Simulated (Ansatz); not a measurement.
# C2H5ClSi: one species, many methods

The task here is to estimate one member of a computed series from the others.

Computed with Ansatz 0.2.0, Gaussian basis. Level: functionals in def2-TZVPP, the program's frozen cores in correlated methods.

The runs, in order: LDA (SPW92), PBE-D4, revPBE-D4, BLYP-D4, r2SCAN-D4, B97M-V, PBE0-D4, B3LYP-D4, r2SCANh-D4, r2SCAN0-D4, HSE06-D4, BHLYP-D4, CAM-B3LYP-D4, LC-ωPBE, ωB97X-V, ωB97M-V, B2PLYP, PBE-QIDH; CCSD(T)/def2-SVP; CCSD(T)/def2-TZVPP; MP2/def2-QZVPP; extrapolation to the limit; RPA on PBE.

## The relaxed structure

The geometry comes from an earlier relaxation with PBE0-D4 in a triple-zeta def2 set; it is a stationary point, not always the lowest conformer.

SMILES `[SiH3]/C=C/Cl`, 9 atoms, charge 0, spin multiplicity 1.

Atoms are counted from 1 here; the program's logs count them from 0.

Bond lengths: Si1–C2 1.858 Å, Si1–H5 1.486 Å, Si1–H6 1.487 Å, Si1–H7 1.487 Å, C2–C3 1.325 Å, C2–H8 1.087 Å, C3–Cl4 1.724 Å, C3–H9 1.084 Å. Angles: C2–Si1–H5 108.6°, C2–Si1–H6 110.5°, C2–Si1–H7 110.5°, H5–Si1–H6 109.5°, H5–Si1–H7 109.5°, H6–Si1–H7 108.0°, Si1–C2–C3 121.1°, Si1–C2–H8 120.4°, C3–C2–H8 118.5°, C2–C3–Cl4 124.0°, C2–C3–H9 123.9°, Cl4–C3–H9 112.1°.

The first run:

in.yaml reads:

```yaml
crystal:
  periodic: [false, false, false]
  atoms:
    - {symbol: Si, position_ang: [-0.798496, 1.077898, 0.034330]}
    - {symbol: C, position_ang: [-0.168153, -0.669588, 0.013661]}
    - {symbol: C, position_ang: [1.129583, -0.929296, -0.056926]}
    - {symbol: Cl, position_ang: [1.795221, -2.518896, -0.080829]}
    - {symbol: H, position_ang: [0.362737, 2.002563, -0.037540]}
    - {symbol: H, position_ang: [-1.700371, 1.321066, -1.122492]}
    - {symbol: H, position_ang: [-1.567235, 1.340550, 1.279638]}
    - {symbol: H, position_ang: [-0.861931, -1.505371, 0.059574]}
    - {symbol: H, position_ang: [1.897045, -0.165325, -0.106416]}
basis:
  gaussian: {orbitals: def2-TZVPP}
hamiltonian: {xc: lda}
output: {orbitals: {seedname: orbitals}}
```

The run is started by

```
> ansatz run in.yaml --threads 2 --pin off --events-out ev --progress --plain --max-ram 4352MiB
```

Steps of the session up to this table: LDA; PBE-D4 (GGA); revPBE-D4 (GGA); BLYP-D4 (GGA); r2SCAN-D4 (meta-GGA); B97M-V (meta-GGA); PBE0-D4 (hybrid); B3LYP-D4 (hybrid); r2SCANh-D4 (hybrid); r2SCAN0-D4 (hybrid); HSE06-D4 (hybrid); BHLYP-D4 (hybrid); CAM-B3LYP-D4 (range-separated); LC-ωPBE (range-separated); ωB97X-V (range-separated); ωB97M-V (range-separated); B2PLYP (double hybrid); PBE-QIDH (double hybrid).

One of the session's tables, all rows but one given; the rest of the session is left out.

| functional | HOMO (eV) | gap (eV) |
| --- | --- | --- |
| LDA (SPW92) | -6.68 | 4.73 |
| PBE-D4 | -6.53 | 4.80 |
| revPBE-D4 | -6.47 | 4.82 |
| BLYP-D4 | -6.36 | 4.79 |
| r2SCAN-D4 | -6.77 | 5.20 |
| B97M-V | -6.84 | 5.30 |
| PBE0-D4 | ? | ? |
| B3LYP-D4 | -7.44 | 6.47 |
| r2SCANh-D4 | -7.19 | 5.98 |
| r2SCAN0-D4 | -7.83 | 7.16 |
| HSE06-D4 | -7.28 | 6.13 |
| BHLYP-D4 | -8.66 | 9.01 |
| CAM-B3LYP-D4 | -8.95 | 9.36 |
| LC-ωPBE | -10.34 | 11.85 |
| ωB97X-V | -9.96 | 11.41 |
| ωB97M-V | -9.83 | 11.18 |

Estimate the missing values for PBE0-D4.

As computed: HOMO (eV): -7.68; gap (eV): 6.91. In the column «HOMO (eV)» it lies between r2SCAN0-D4 (-7.83) and B3LYP-D4 (-7.44).
